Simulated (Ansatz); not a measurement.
**Ir2Rh3: from a guess to a relaxed structure**

Aim: relax a trial structure of Ir2Rh3 and see where it ends.

Computed with Ansatz 0.2.0 (DFT PBE, scalar-relativistic, plane waves, PAW, unless a step's input says otherwise).

## 1. The structure to begin with

It takes space group P-3m1 (No. 164, trigonal). The conventional cell has a = 2.694 Å, b = 2.694 Å, c = 22.002 Å, α = 90.00°, β = 90.00°, γ = 120.00°. Around Ir (site symmetry 3m) lie 12 Ir at 2.69 Å. Around Ir (site symmetry 3m) lie 9 Ir at 2.69 Å and 3 Rh at 2.69 Å. Rh (site symmetry 3m) is surrounded by 9 Rh at 2.69 Å and 3 Ir at 2.69 Å. Rh (site symmetry 3m) has 12 Rh at 2.69 Å as nearest neighbours.

As a file:

```cif
data_structure
_symmetry_space_group_name_H-M 'P 1'
_symmetry_Int_Tables_number 1
_cell_length_a 2.6936
_cell_length_b 2.6936
_cell_length_c 22.0021
_cell_angle_alpha 90.000
_cell_angle_beta 90.000
_cell_angle_gamma 120.000
_cell_volume 138.25
loop_
_atom_site_label
_atom_site_type_symbol
_atom_site_fract_x
_atom_site_fract_y
_atom_site_fract_z
_atom_site_occupancy
Ir1 Ir 0.33333 0.66667 0.95000 1
Ir2 Ir 0.33333 0.66667 0.15000 1
Ir3 Ir 0.66667 0.33333 0.85000 1
Ir4 Ir 0.66667 0.33333 0.05000 1
Rh1 Rh 0.33333 0.66667 0.75000 1
Rh2 Rh 0.33333 0.66667 0.35000 1
Rh3 Rh 0.33333 0.66667 0.55000 1
Rh4 Rh 0.66667 0.33333 0.25000 1
Rh5 Rh 0.66667 0.33333 0.45000 1
Rh6 Rh 0.66667 0.33333 0.65000 1
```

The start is an ordering of an alloy on its end members' structure types: elements ordered on the sites of the Na type, Rh/Ir on Na (P-3m1, No. 164).

## 2. A first look at the guess

The input, input.yaml:

```yaml
crystal:
  lattice:
    - [2.69359165, 0.0, 0.0]
    - [-1.34679582, 2.33271879, 0.0]
    - [0.0, 0.0, 22.00206824]
  atoms:
    - { symbol: Ir, position: [0.33333333, 0.66666667, 0.95] }
    - { symbol: Ir, position: [0.33333333, 0.66666667, 0.15] }
    - { symbol: Ir, position: [0.66666667, 0.33333333, 0.85] }
    - { symbol: Ir, position: [0.66666667, 0.33333333, 0.05] }
    - { symbol: Rh, position: [0.33333333, 0.66666667, 0.75] }
    - { symbol: Rh, position: [0.33333333, 0.66666667, 0.35] }
    - { symbol: Rh, position: [0.33333333, 0.66666667, 0.55] }
    - { symbol: Rh, position: [0.66666667, 0.33333333, 0.25] }
    - { symbol: Rh, position: [0.66666667, 0.33333333, 0.45] }
    - { symbol: Rh, position: [0.66666667, 0.33333333, 0.65] }
basis:
  ecutwfc: 420
kpoints:
  mp_grid: { grid: [6, 6, 1] }
hamiltonian:
  xc: pbe
scf:
  occupations: { method: gaussian, width: 0.1 }
  lower_state_search: "off"
output:
  forces: true
  stress: true
  eigenvalues: true
```

Run with:

```
$ ansatz run input.yaml --threads 4 --pin off --max-ram 8192MiB --backend cpu --events-out ev --progress --plain --runs-dir out
```

Further runs follow: rough relaxation on the coarse mesh; spin check on a coarse mesh; full relaxation.

Q: Predict the outcome of this session. Wanted: conventional cell; volume; energy over the elements; gap on the mesh.

The runs gave:

| quantity | value |
| --- | --- |
| symmetry at the end (tolerance 0.05 Å) | space group P-3m1 (No. 164) |
| conventional cell | a = 2.736 Å, b = 2.736 Å, c = 22.046 Å, α = 90.00°, β = 90.00°, γ = 120.00° |
| volume | 14.29 Å³/atom |
| energy over the elements | +0.05 eV/atom |
| gap on the mesh | none (metal) |

**Reading.** The space group P-3m1 (No. 164) is kept, and the volume per atom grows by 3.4 % from the first guess. The formation energy of this structure is too near zero to say whether it is bound against the elements. No finished test with a distortion of lower symmetry is shown, so the end may be a saddle point. Spin-orbit coupling is left out for Ir. Other magnetic orders were not searched.
